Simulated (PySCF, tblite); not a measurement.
# C₄H₆O₂S− (doublet): geometry, infrared bands and EPR parameters

What infrared bands and EPR parameters should C₄H₆O₂S− (doublet) (`C[C]([S-])OCC=O`) show?

The runs use tblite 0.8.0 and PySCF 2.14.0, with density-fitted response routines of our own; the level of theory stands in each step. All values are computed, except where a source is named. Atoms count from 0, in the outputs and in this text.

**1. The starting structure**

13 atoms, charge -1, multiplicity 2; geometry from: force field or distance geometry start.

Bonds of the start (Å): C0–C1 1.48, C1–S2 1.73, C1–O3 1.38, O3–C4 1.43, C4–C5 1.50, C5–O6 1.24, C0–H7 1.09, C0–H8 1.10, C0–H9 1.09, C4–H10 1.10, C4–H11 1.10, C5–H12 1.11.

**2. Geometry optimisation with GFN2-xTB**

What the job is given:

```
{"job": {"kind": "relax", "xc": "GFN2-xTB", "basis": "xTB"}, "charge": -1, "multiplicity": 2}
C     -2.300400     0.113200    -0.279400
C     -0.947400    -0.095100     0.279400
S     -0.748000    -0.562400     1.929800
O      0.083300     0.493500    -0.428800
C      1.283400    -0.278400    -0.450300
C      2.316700     0.321000     0.460800
O      3.488200     0.541700     0.118100
H     -2.969900    -0.719900    -0.054600
H     -2.752400     1.030200     0.119100
H     -2.262700     0.212000    -1.364200
H      1.669500    -0.221500    -1.482300
H      1.137600    -1.340900    -0.220500
H      1.997900     0.506900     1.511700
```

On the command line:

```sh
$ OMP_NUM_THREADS=1 python probes_run.py task.json out
```

One launch serves the whole session: the jobs run in the order shown.

**Question.** This job is followed by: GFN2-xTB harmonic vibrations, gas phase; UKS B3LYP, pcH-1 on C H O S, non-relativistic, mean-field spin-orbit, GIAO. Predict these results of the whole session: strongest single infrared mode (GFN2-xTB); zero-point energy (GFN2-xTB); g(iso) (B3LYP); ⟨S²⟩; largest a(iso) (averaged by class).

**Answer**, as computed:

| quantity | value |
| --- | --- |
| strongest single infrared mode (GFN2-xTB) | 1607 cm⁻¹, 1441 km/mol |
| zero-point energy (GFN2-xTB) | 56.7 kcal/mol |
| g(iso) (B3LYP) | 2.00478 |
| ⟨S²⟩ | 0.757 (exact 0.75) |
| largest a(iso) (averaged by class) | 17O on O3, -86.9 MHz |

What this shows: Relaxing lowered the energy by 0.452 eV in 120 steps; the close pair that moved most is C1–S2, from 1.727 to 1.671 Å. No mode is imaginary among the 33: a minimum at this level. The strongest single mode, at 1607 cm⁻¹, moves mainly C5 and O6. Unscaled tight-binding wavenumbers are off by several per cent, some by more. Its intensities can rank the bands wrongly. The largest share of the spin, 0.44 e, sits on C1. The isotropic g lies 2.5 ppt above the free-electron value. These values are for one conformer; the search (at its own cheap level) found 2 more, at 0.01, 2.09 kcal/mol (those within 0.05 may be mirror or relabelled copies), and measured spectra average over such forms.
